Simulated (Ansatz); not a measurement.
# Ir: the cost of one run

Program: Ansatz 0.2.0. Level of theory: DFT LDA, scalar-relativistic, plane waves, PAW. These are calculated values, not measurements.

3 further runs of the same task are left out: 3 set aside as unsound or not needed.

### 1 The starting structure

It takes space group Fm-3m (No. 225, cubic). Conventional cell: a = 3.813 Å, b = 3.813 Å, c = 3.813 Å, α = 90.00°, β = 90.00°, γ = 90.00°. Around Ir (site symmetry m-3m) lie 12 Ir at 2.70 Å.

As a file:

```cif
data_structure
_symmetry_space_group_name_H-M 'P 1'
_symmetry_Int_Tables_number 1
_cell_length_a 2.6961
_cell_length_b 2.6961
_cell_length_c 2.6961
_cell_angle_alpha 60.000
_cell_angle_beta 60.000
_cell_angle_gamma 60.000
_cell_volume 13.86
loop_
_atom_site_label
_atom_site_type_symbol
_atom_site_fract_x
_atom_site_fract_y
_atom_site_fract_z
_atom_site_occupancy
Ir1 Ir 0.00000 0.00000 0.00000 1
```

It is the result of an earlier relaxation at this level (volume 13.86 Å³/atom; gap on the mesh: none (metal)).

### 2 Phonons at rest

Contents of input.yaml:

```yaml
crystal:
  lattice:
    - [0.0, 1.9064239767, 1.9064239767]
    - [1.9064239767, 0.0, 1.9064239767]
    - [1.9064239767, 1.9064239767, 0.0]
  atoms:
    - { symbol: Ir, position: [0.0, 0.0, 0.0] }
basis:
  ecutwfc: 420
kpoints:
  mp_grid: { grid: [20, 20, 20] }
hamiltonian:
  xc: lda
scf:
  occupations: { method: fermi_dirac, width: 0.15 }
output:
  eigenvalues: true
phonons:
  method: dfpt
  eigenvectors: true
  qmesh: [2, 2, 2]
  temperatures: { t_max: 1000, t_step: 100 }
  qpath:
    path:
      - [[0.0, 0.0, 0.0], [0.5, 0.0, 0.5], [0.625, 0.25, 0.625]]
      - [[0.375, 0.375, 0.75], [0.0, 0.0, 0.0], [0.5, 0.5, 0.5], [0.5, 0.25, 0.75], [0.5, 0.0, 0.5]]
    npoints: 8
```

Launch:

```console
$ ansatz run input.yaml --threads 1 --pin off --max-ram 3072MiB --backend cpu --events-out ev --progress --plain --runs-dir out
```

What time and memory should one allow on 1 thread of Intel Xeon 6975P-C (Granite Rapids), shared host?

About 41 s, with a peak of 1.2 GiB.
